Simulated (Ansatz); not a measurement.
# C3H8BClOS: one species, many methods

One table from this session's results is given with a row withheld; the runs are named, their logs left out.

Method: functionals in def2-TZVPP, the program's frozen cores in correlated methods; program: Ansatz 0.2.0, Gaussian basis.

Plan: PBE-D4, r2SCAN-D4, PBE0-D4, B3LYP-D4, ωB97X-V, ωB97M-V, B2PLYP; CCSD(T)/def2-TZVPP; MP2/def2-QZVPP; extrapolation to the limit.

**The geometry**

An earlier PBE0-D4 in a triple-zeta def2 set relaxation fixed the geometry.

15 atoms, charge 0, spin multiplicity 1.

Atoms are counted from 1 here; the program's logs count them from 0.

Bond lengths: C1–C2 1.512 Å, C1–H8 1.091 Å, C1–H9 1.093 Å, C1–H10 1.092 Å, C2–C3 1.510 Å, C2–O4 1.436 Å, C2–H11 1.094 Å, C3–H12 1.092 Å, C3–H13 1.091 Å, C3–H14 1.092 Å, O4–B5 1.337 Å, B5–S6 1.807 Å, B5–Cl7 1.775 Å, S6–H15 1.344 Å. Angles: C2–C1–H8 110.9°, C2–C1–H9 110.3°, C2–C1–H10 110.2°, H8–C1–H9 108.7°, H8–C1–H10 108.2°, H9–C1–H10 108.5°, C1–C2–C3 113.1°, C1–C2–O4 108.9°, C1–C2–H11 109.5°, C3–C2–O4 107.2°, C3–C2–H11 109.8°, O4–C2–H11 108.2°, C2–C3–H12 110.5°, C2–C3–H13 110.8°, C2–C3–H14 110.1°, H12–C3–H13 108.5°, H12–C3–H14 108.5°, H13–C3–H14 108.4° and more.

The first run:

in.yaml

```yaml
crystal:
  periodic: [false, false, false]
  atoms:
    - {symbol: C, position_ang: [-0.271338, 0.189830, -1.603980]}
    - {symbol: C, position_ang: [0.304662, -0.381634, -0.327929]}
    - {symbol: C, position_ang: [-0.095863, -1.818110, -0.088170]}
    - {symbol: O, position_ang: [-0.179176, 0.384568, 0.785715]}
    - {symbol: B, position_ang: [0.421713, 1.462519, 1.301288]}
    - {symbol: S, position_ang: [-0.311967, 2.361957, 2.685869]}
    - {symbol: Cl, position_ang: [1.963926, 2.090644, 0.687389]}
    - {symbol: H, position_ang: [0.041368, 1.226473, -1.741287]}
    - {symbol: H, position_ang: [-1.362963, 0.153951, -1.577299]}
    - {symbol: H, position_ang: [0.072995, -0.387560, -2.464676]}
    - {symbol: H, position_ang: [1.395724, -0.300444, -0.350696]}
    - {symbol: H, position_ang: [-1.183602, -1.908776, -0.043421]}
    - {symbol: H, position_ang: [0.320905, -2.184937, 0.851182]}
    - {symbol: H, position_ang: [0.270902, -2.450781, -0.898996]}
    - {symbol: H, position_ang: [-1.387295, 1.562300, 2.785003]}
basis:
  gaussian: {orbitals: def2-TZVPP}
hamiltonian: {xc: pbe, dispersion: d4}
output: {forces: true, orbitals: {seedname: orbitals}}
```

The run is started by

```
$ ansatz run in.yaml --threads 2 --pin off --events-out ev --progress --plain --max-ram 32768MiB --backend cuda --devices 0, --max-vram 18GiB
```

Among the steps run: PBE-D4 (GGA); r2SCAN-D4 (meta-GGA); PBE0-D4 (hybrid); B3LYP-D4 (hybrid); ωB97X-V (range-separated); ωB97M-V (range-separated); B2PLYP (double hybrid); CCSD(T) in def2-TZVPP; MP2 in def2-QZVPP.

One of the session's tables, all rows but one given; the rest of the session is left out.

| method | atomisation energy (kcal/mol) |
| --- | --- |
| PBE-D4 | 1447.0 |
| r2SCAN-D4 | 1424.2 |
| PBE0-D4 | 1425.0 |
| B3LYP-D4 | ? |
| ωB97X-V | 1418.3 |
| ωB97M-V | 1422.2 |
| B2PLYP | 1399.0 |
| HF/def2-TZVPP | 1054.2 |
| MP2/def2-TZVPP | 1407.3 |
| CCSD/def2-TZVPP | 1358.2 |
| CCSD(T)/def2-TZVPP | 1379.6 |
| MP2/CBS | 1440.4 |
| CCSD(T)/CBS | 1412.8 |

**Question.** Estimate the row for B3LYP-D4.

**Answer.** atomisation energy (kcal/mol): 1412.5. In the column «atomisation energy (kcal/mol)» it lies between MP2/def2-TZVPP (1407.3) and CCSD(T)/CBS (1412.8).

Caveats from the session: Free atoms (3 C, 1 O, 1 B, 1 S, 1 Cl, 8 H) were run apart at each level; the atomisation energy is their sum less the molecule, without zero-point or spin-orbit terms.
